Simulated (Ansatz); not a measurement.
# Mg7Fe under changes of volume

One of the cells (19.970 Å³/atom); the others are scaled copies at fixed shape and fractional positions:

```xyz
8
Lattice="6.1302 0.0000 0.0000 -3.0651 5.3089 0.0000 0.0000 0.0000 4.9089" Properties=species:S:1:pos:R:3 pbc="T T T"
Fe    0.0000    0.0000    0.0000
Mg    0.0000    3.5393    2.4544
Mg    3.0651    3.6432    2.4544
Mg    4.6877    0.8328    2.4544
Mg    1.4425    0.8328    2.4544
Mg    4.5944    2.6526    0.0000
Mg    1.5358    2.6526    0.0000
Mg    3.0651    0.0037    0.0000
```

The cell comes from a database or a generator and needn't be the stable form of this composition.

* Program: Ansatz 0.2.0
* Functional: PBE
* Potentials or basis: Ansatz PAW
* Cutoff: 420 eV (not typed: the program's choice for these potentials)
* k mesh: 5 × 5 × 6
* Occupations: fermi-dirac, width 0.05 eV
* Spin: collinear spin, ferromagnetic start
* Starting moments: [3.0, 0.0, 0.0, 0.0, 0.0, 0.0, 0.0, 0.0] μB

| volume (Å³/atom) | energy over the lowest point (meV/atom) | pressure (GPa) | moment (μB per cell) | largest force (eV/Å) |
| --- | --- | --- | --- | --- |
| 18.771 | 26.32 | 4.9 | 2.32 | 0.200 |
| 19.171 | 15.76 | 3.7 | 2.36 | 0.182 |
| 19.570 | 8.09 | 2.6 | 2.39 | 0.166 |
| 19.970 | 3.06 | 1.5 | 2.42 | 0.150 |
| 20.369 | ? | ? | ? | ? |
| 20.768 | 0.00 | -0.2 | 2.47 | 0.121 |
| 21.168 | 1.54 | -1.0 | 2.49 | 0.109 |

**Question.** What does the run at 20.369 Å³/atom give?

**Answer.** Energy over the lowest point 0.44 meV/atom; pressure 0.6 GPa; moment 2.44 μB per cell; largest force 0.135 eV/Å.

Worked out: A Birch-Murnaghan fit of order 3 (a polynomial in V^(-2/3)) to the other rows has its minimum at 20.65 Å³/atom with B0 = V·E''(V) = 42 GPa and B' = 3.8 at fixed shape and positions, which overstates the stiffness. It gives 0.44 meV/atom at 20.369 Å³/atom, against the run's 0.44, and -dE/dV = 0.6 GPa, against 0.6. A parabola through the other rows of the moment, of slope 0.062 μB per Å³/atom there, gives 2.45 μB, against the run's 2.44.

Energies are extrapolated to zero smearing.
